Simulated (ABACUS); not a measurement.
Runs of ABACUS 3.10.1 on Ba2Tl5V3O12. It takes space group P-3m1 (No. 164, trigonal). Conventional cell: a = 8.154 Å, b = 8.154 Å, c = 6.921 Å, α = 90.00°, β = 90.00°, γ = 120.00°. Around Tl (site symmetry 2/m) lie 4 O at 2.53 Å. Tl (site symmetry 3m) has 6 O at 2.73 Å and 3 V at 2.82 Å and 3 Tl at 3.03 Å as nearest neighbours. Ba (site symmetry 3m) is surrounded by 6 O at 2.80 Å. V (site symmetry 2/m) has 4 O at 1.82 Å as nearest neighbours. O (site symmetry 1) is surrounded by 1 V at 1.82 Å. The cell was built by a generator and needn't be a form met in nature.

| task | level | potentials or basis | spin | U | k mesh | SCF threshold on the density | max SCF steps | mixing share | symmetry key | threshold to restart the mixing | mesh quality | gap on the mesh (eV) | pressure (GPa) | moment (μB) | largest force (eV/Å) |
| --- | --- | --- | --- | --- | --- | --- | --- | --- | --- | --- | --- | --- | --- | --- | --- |
| single point | RPBE | SG15 ONCV 1.2 PBE, DZP LCAO (the cutoffs set its grid) | collinear, ferromagnetic start | - | 3 × 3 × 3 | 1e-07 | 100 | 0.4 | 1 | - | not flagged | none | 4.7 | 0.00 | 0.27 |
| single point | PBEsol+U | PseudoDojo NC SR 0.4.1 PBEsol standard, DZP LCAO (the cutoffs set its grid) | collinear, antiferromagnetic start | V d U = 4 eV | 2 × 2 × 2 | 1e-06 | 120 | 0.2 | -1 | 0.0005 | coarse | none | -1.2 | 0.57 | (d) |
| single point | PBEsol+U | PseudoDojo NC SR 0.4.1 PBEsol standard, DZP LCAO (the cutoffs set its grid) | collinear, antiferromagnetic start | V d U = 8 eV | 2 × 2 × 2 | 1e-06 | 120 | 0.2 | -1 | 0.0005 | coarse | none | (a) | 0.37 | 1.07 |
| single point | PBEsol | SG15 ONCV 1.2 PBE, DZP LCAO (the cutoffs set its grid) | collinear, ferromagnetic start | - | 3 × 3 × 3 | 1e-07 | 100 | 0.4 | 1 | - | not flagged | none | -1.8 | 0.00 | 0.12 |
| single point | PBEsol+U | PseudoDojo NC SR 0.4.1 PBEsol standard, DZP LCAO (the cutoffs set its grid) | collinear, antiferromagnetic start | V d U = 2 eV | 2 × 2 × 2 | 1e-06 | 120 | 0.2 | -1 | 0.0005 | coarse | none | -2.3 | 0.00 | 0.14 |
| single point | PBEsol | PseudoDojo NC SR 0.4.1 PBEsol standard, DZP LCAO (the cutoffs set its grid) | collinear, antiferromagnetic start | - | 2 × 2 × 2 | 1e-07 | 100 | 0.4 | 0 | - | coarse | none | (c) | 0.00 | 0.19 |
| single point | PBEsol+U | PseudoDojo NC SR 0.4.1 PBEsol standard, DZP LCAO (the cutoffs set its grid) | collinear, antiferromagnetic start | V d U = 6 eV | 2 × 2 × 2 | 1e-06 | 120 | 0.2 | -1 | 0.0005 | coarse | none | (b) | 0.17 | 0.76 |

Alike in all rows: cell as given; cutoff (eV) 1361; smearing fermi-dirac 0.05 eV.

Question: Fill in the values left out.

Answer: (a) 2.2; (b) 0.7; (c) -2.7; (d) 0.36.

Caveats: some runs use coarse meshes; the atomic orbitals were generated for these runs and aren't a published set; the basis of atomic orbitals isn't converged, which shifts pressures, moduli and gaps; this release of the barium file is off (some runs); semilocal functionals often make such compounds metallic where correlation or magnetic order opens a gap, which also shifts bond lengths (some runs); the potentials were made for another functional, which shifts forces and pressure (some runs); forces of over 1 eV/Å show positions far from the minimum, so gaps and moduli don't describe the material at rest (some runs).

A k mesh can miss the band edges, and the runs leave out spin-orbit coupling on Ba, Tl.

A gap of «none» marks a metal or a gap under the smearing width.

Runs at the PBE level aren't shown here.
